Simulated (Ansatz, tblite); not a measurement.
**Ga10As9 wurtzite ring sphere (Ga₁₀As₉H₂₆−): removing an electron**

What does removing an electron cost or gain for Ga10As9 wurtzite ring sphere (Ga₁₀As₉H₂₆−)? Each charged state is run at several levels.

Program: Ansatz 0.2.0, Gaussian basis. Level of theory: as each input shows. These are calculated values, not measurements.

The runs, in order: charge 0 doublet, at the geometry of the singlet (PBE0-D4/def2-TZVP, PBE-D4/def2-TZVP, B3LYP-D4/def2-TZVP); the starting singlet's energies come from earlier runs.

1 further run of the same task is left out (set aside as unsound or not needed).

## Step 1: The geometry

The singlet was relaxed beforehand with PBE-D4/def2-SVP.

45 atoms, charge -1, spin multiplicity 1.

Atoms are counted from 1 here; the program's logs count them from 0.

Bond lengths: Ga1–As2 2.566 Å, Ga1–As5 2.470 Å, Ga1–H20 1.585 Å, Ga1–H21 1.586 Å, As2–Ga7 2.495 Å, As2–H22 1.530 Å, As2–H23 1.530 Å, Ga3–As4 2.516 Å, Ga3–As5 2.498 Å, Ga3–H24 1.588 Å, Ga3–H25 1.590 Å, As4–Ga9 2.516 Å, As4–H26 1.527 Å, As4–H27 1.532 Å, As5–Ga6 2.466 Å, As5–Ga14 2.440 Å, Ga6–As8 2.528 Å, Ga6–As10 2.466 Å and more. Angles: As2–Ga1–As5 99.6°, As2–Ga1–H20 103.9°, As2–Ga1–H21 103.3°, As5–Ga1–H20 112.6°, As5–Ga1–H21 111.4°, H20–Ga1–H21 122.4°, Ga1–As2–Ga7 122.8°, Ga1–As2–H22 111.7°, Ga1–As2–H23 111.8°, Ga7–As2–H22 105.2°, Ga7–As2–H23 106.0°, H22–As2–H23 95.8°, As4–Ga3–As5 99.6°, As4–Ga3–H24 108.7°, As4–Ga3–H25 104.5°, As5–Ga3–H24 110.3°, As5–Ga3–H25 110.1°, H24–Ga3–H25 121.2° and more.

The ion is computed in the gas phase, without counter-ions or solvent.

## Step 2: Charge 0 doublet at the fixed geometry, PBE0-D4/def2-TZVP

The input, in.yaml:

```yaml
crystal:
  periodic: [false, false, false]
  atoms:
    - {symbol: Ga, position_ang: [0.587460, -4.371615, -0.559992]}
    - {symbol: As, position_ang: [0.643666, -4.106531, 1.991387]}
    - {symbol: Ga, position_ang: [0.927692, -2.018682, -3.703138]}
    - {symbol: As, position_ang: [-1.035790, -0.599367, -4.380531]}
    - {symbol: As, position_ang: [0.625958, -1.992770, -1.224036]}
    - {symbol: Ga, position_ang: [-1.399463, -0.808222, -0.463891]}
    - {symbol: Ga, position_ang: [0.669239, -1.881003, 3.118799]}
    - {symbol: As, position_ang: [-1.227187, -0.707979, 2.055898]}
    - {symbol: Ga, position_ang: [-1.283869, 1.810932, -3.703836]}
    - {symbol: As, position_ang: [-1.411367, 1.537820, -1.224670]}
    - {symbol: Ga, position_ang: [-3.489848, 2.695242, -0.560488]}
    - {symbol: Ga, position_ang: [-1.292194, 1.521519, 3.117930]}
    - {symbol: As, position_ang: [-3.232419, 2.612054, 1.990850]}
    - {symbol: Ga, position_ang: [2.677151, -0.981636, -0.372527]}
    - {symbol: As, position_ang: [2.572487, -0.691448, 2.103571]}
    - {symbol: As, position_ang: [2.400246, 1.383337, -1.163732]}
    - {symbol: Ga, position_ang: [0.491144, 2.807587, -0.374604]}
    - {symbol: Ga, position_ang: [2.859436, 1.649568, 2.958537]}
    - {symbol: As, position_ang: [0.689985, 2.573131, 2.101647]}
    - {symbol: H, position_ang: [-0.812620, -5.058853, -0.841485]}
    - {symbol: H, position_ang: [1.965992, -5.086425, -0.884156]}
    - {symbol: H, position_ang: [-0.486180, -4.886762, 2.666569]}
    - {symbol: H, position_ang: [1.783217, -4.910479, 2.621300]}
    - {symbol: H, position_ang: [0.714132, -3.486462, -4.269183]}
    - {symbol: H, position_ang: [2.201054, -1.157657, -4.108179]}
    - {symbol: H, position_ang: [-2.306703, -1.333097, -3.959933]}
    - {symbol: H, position_ang: [-1.260952, -0.729584, -5.890737]}
    - {symbol: H, position_ang: [-2.738477, -1.581055, -0.822337]}
    - {symbol: H, position_ang: [0.635936, -1.967881, 4.698548]}
    - {symbol: H, position_ang: [-2.462463, -1.419853, 2.611168]}
    - {symbol: H, position_ang: [-2.662355, 2.358626, -4.269825]}
    - {symbol: H, position_ang: [0.097825, 2.484198, -4.109580]}
    - {symbol: H, position_ang: [-4.785518, 1.826936, -0.841479]}
    - {symbol: H, position_ang: [-3.418978, 4.246287, -0.885293]}
    - {symbol: H, position_ang: [-1.383244, 1.536523, 4.697708]}
    - {symbol: H, position_ang: [-4.472917, 2.023431, 2.665993]}
    - {symbol: H, position_ang: [-3.359035, 4.001044, 2.620499]}
    - {symbol: H, position_ang: [4.061947, -1.590528, -0.838384]}
    - {symbol: H, position_ang: [3.794981, -1.454278, 2.616984]}
    - {symbol: H, position_ang: [2.264998, 1.304168, -2.680308]}
    - {symbol: H, position_ang: [3.723387, 2.146980, -1.112681]}
    - {symbol: H, position_ang: [0.657553, 4.310756, -0.841692]}
    - {symbol: H, position_ang: [2.841806, 1.640555, 4.543944]}
    - {symbol: H, position_ang: [4.035042, 2.326684, 2.130539]}
    - {symbol: H, position_ang: [0.641348, 4.013589, 2.614122]}
basis:
  gaussian: {orbitals: def2-TZVP, fitting: {mean_field: def2-universal-jkfit}}
magnetization: {spin_polarized: true, initial_magnetization: 1}
hamiltonian: {xc: pbe0, dispersion: d4}
scf: {omitted_lower_state_checks: [starts]}
output: {orbitals: {seedname: orbitals}}
```

On the command line:

```sh
$ ansatz run in.yaml --threads 11 --pin off --events-out ev --progress --plain --max-ram 166912MiB --backend cuda --devices 0, --max-vram 75GiB
```

What it wrote:

```text
Functional definition: PBE0
  name "PBE0"
  cite "Adamo & Barone, J. Chem. Phys. 110, 6158 (1999) doi:10.1063/1.478522"
  cite "Perdew, Burke & Ernzerhof, Phys. Rev. Lett. 77, 3865 (1996) doi:10.1103/PhysRevLett.77.3865"
  parent pbe
  parameter a = 0.25
  parameter kappa = 0.804
  parameter beta = 0.06672455060314922
  exchange = (1 - a)*pbe_x(kappa = kappa, mu = beta*pi^2/3) + a*exact_x
  correlation = pbe_c(beta = beta)
these checks for a lower state are left out or cut short: starts
5522 factors; integrals over basis functions are off by at most 6.4e-1 eV
mean field evaluation 1: about -1071646.0966 eV, gradient 5.3e1 eV
mean field evaluation 2: about -1071643.1262 eV, gradient 6.8e1 eV
mean field evaluation 4: about -1071651.8617 eV, gradient 6.0e0 eV
mean field evaluation 8: about -1071652.0586 eV, gradient 6.7e-1 eV
mean field evaluation 16: about -1071652.0796 eV, gradient 3.7e-2 eV
mean field evaluation 32: about -1071652.0797 eV, gradient 6.2e-5 eV
mean field -1071652.07965582 eV, -39382.4875354824 hartree, gradient 7.6e-6 eV, S^2 0.755104; 0 other end points of the search recorded, 0 dependent functions left out
reference -1071652.07973823 eV, -39382.4875385109 hartree; 317, 316 occupied and 751, 752 virtual orbitals, 5522 factors
Total energy: -1071655.55979649 eV, -39382.6154282929 hartree
Checks for a lower state left out: starts
```

It took 31 s on 1 × H100 with 11 threads of AMD EPYC 7R13, shared host; peak host memory 2 GiB.

Report: HOMO -7.05 eV, LUMO -5.99 eV (over both spins); ⟨S²⟩ 0.755 (pure: 0.75).

## Step 3: Charge 0 doublet at the fixed geometry, PBE-D4/def2-TZVP

start.molden holds the orbitals of an earlier run on this state, given as this run's starting guess.

in.yaml, as its differences from that of step 2:

```diff
@@ -49,5 +49,5 @@
 basis:
-  gaussian: {orbitals: def2-TZVP, fitting: {mean_field: def2-universal-jkfit}}
+  gaussian: {orbitals: def2-TZVP, fitting: {mean_field: def2-universal-jkfit}, initial_orbitals: start.molden}
 magnetization: {spin_polarized: true, initial_magnetization: 1}
-hamiltonian: {xc: pbe0, dispersion: d4}
+hamiltonian: {xc: pbe, dispersion: d4}
 scf: {omitted_lower_state_checks: [starts]}
```

Launched as before.

What it wrote:

```text
Functional definition: PBE
  name "PBE"
  cite "Perdew, Burke & Ernzerhof, Phys. Rev. Lett. 77, 3865 (1996) doi:10.1103/PhysRevLett.77.3865"
  parent pbe
  parameter kappa = 0.804
  parameter beta = 0.06672455060314922
  exchange = pbe_x(kappa = kappa, mu = beta*pi^2/3)
  correlation = pbe_c(beta = beta)
these checks for a lower state are left out or cut short: starts
5522 factors; integrals over basis functions are off by at most 6.4e-1 eV
mean field evaluation 1: about -1071623.3880 eV, gradient 2.4e1 eV
mean field evaluation 2: about -1071624.4113 eV, gradient 1.3e0 eV
mean field evaluation 4: about -1071624.4277 eV, gradient 1.8e-1 eV
mean field evaluation 8: about -1071624.4293 eV, gradient 1.9e-5 eV
mean field -1071624.42934982 eV, -39381.4714054790 hartree, gradient 6.1e-6 eV, S^2 0.751128; 0 other end points of the search recorded, 0 dependent functions left out
reference -1071624.42946230 eV, -39381.4714096124 hartree; 317, 316 occupied and 751, 752 virtual orbitals, 5522 factors
Total energy: -1071628.23854297 eV, -39381.6113907453 hartree
Checks for a lower state left out: starts
```

Run time: 13 s. Hardware: 1 × H100 with 11 threads of AMD EPYC 7R13, shared host; peak host memory 1.9 GiB.

HOMO -6.10 eV, LUMO -6.02 eV (over both spins); ⟨S²⟩ 0.751 (pure: 0.75).

## Step 4: Charge 0 doublet at the fixed geometry, B3LYP-D4/def2-TZVP

in.yaml, as its differences from that of step 3:

```diff
@@ -51,3 +51,3 @@
 magnetization: {spin_polarized: true, initial_magnetization: 1}
-hamiltonian: {xc: pbe, dispersion: d4}
+hamiltonian: {xc: {name: B3LYP}, dispersion: d4}
 scf: {omitted_lower_state_checks: [starts]}
```

Launched as before.

What it wrote (excerpt; [...] marks lines left out):

```text
Functional definition: B3LYP
  name "B3LYP"
  cite "Stephens, Devlin, Chabalowski & Frisch, J. Phys. Chem. 98, 11623 (1994) doi:10.1021/j100096a001"
  cite "Becke, Phys. Rev. A 38, 3098 (1988) doi:10.1103/PhysRevA.38.3098"
  cite "Lee, Yang & Parr, Phys. Rev. B 37, 785 (1988) doi:10.1103/PhysRevB.37.785"
  cite "Vosko, Wilk & Nusair, Can. J. Phys. 58, 1200 (1980) doi:10.1139/p80-159"
[...]
5522 factors; integrals over basis functions are off by at most 6.4e-1 eV
[...]
mean field -1071810.31597258 eV, -39388.3026128668 hartree, gradient 4.9e-6 eV, S^2 0.753538; 0 other end points of the search recorded, 0 dependent functions left out
reference -1071810.31667303 eV, -39388.3026386080 hartree; 317, 316 occupied and 751, 752 virtual orbitals, 5522 factors
Total energy: -1071816.54308563 eV, -39388.5314550506 hartree
Checks for a lower state left out: starts
```

Run time: 30 s. Hardware: 1 × H100 with 11 threads of AMD EPYC 7R13, shared host; peak host memory 1.9 GiB.

Report: HOMO -6.86 eV, LUMO -6.04 eV (over both spins); ⟨S²⟩ 0.754 (pure: 0.75).

## Step 5: Vertical ionisation energy

Charged state less starting state, singlet to doublet; the starting state's energies are those of its earlier runs.

| level | vertical ionisation energy (eV) | time |
| --- | --- | --- |
| PBE-D4/def2-TZVP | +4.66 | 19 s |
| B3LYP-D4/def2-TZVP | +5.07 | 40 s |
| PBE0-D4/def2-TZVP | +5.08 | 45 s |

Times add the two runs; a level without a time comes out of a correlated run.

Beside −ε(HOMO) of the starting state:

| level | −ε(HOMO) (eV) | by difference (eV) | mismatch (eV) |
| --- | --- | --- | --- |
| PBE-D4/def2-TZVP | 3.12 | 4.66 | -1.54 |
| B3LYP-D4/def2-TZVP | 3.85 | 5.07 | -1.21 |
| PBE0-D4/def2-TZVP | 4.03 | 5.08 | -1.05 |

## Step 6: Summary of results

| quantity | value |
| --- | --- |
| vertical ionisation energy, functionals in def2-TZVP | 4.66 (PBE-D4) to 5.08 eV (PBE0-D4) |

The vertical ionisation energy spans 4.66 to 5.08 eV over the functionals. −ε(HOMO) misses the level's own difference by -1.05 eV at best (PBE0-D4) and -1.54 eV at worst (PBE-D4).
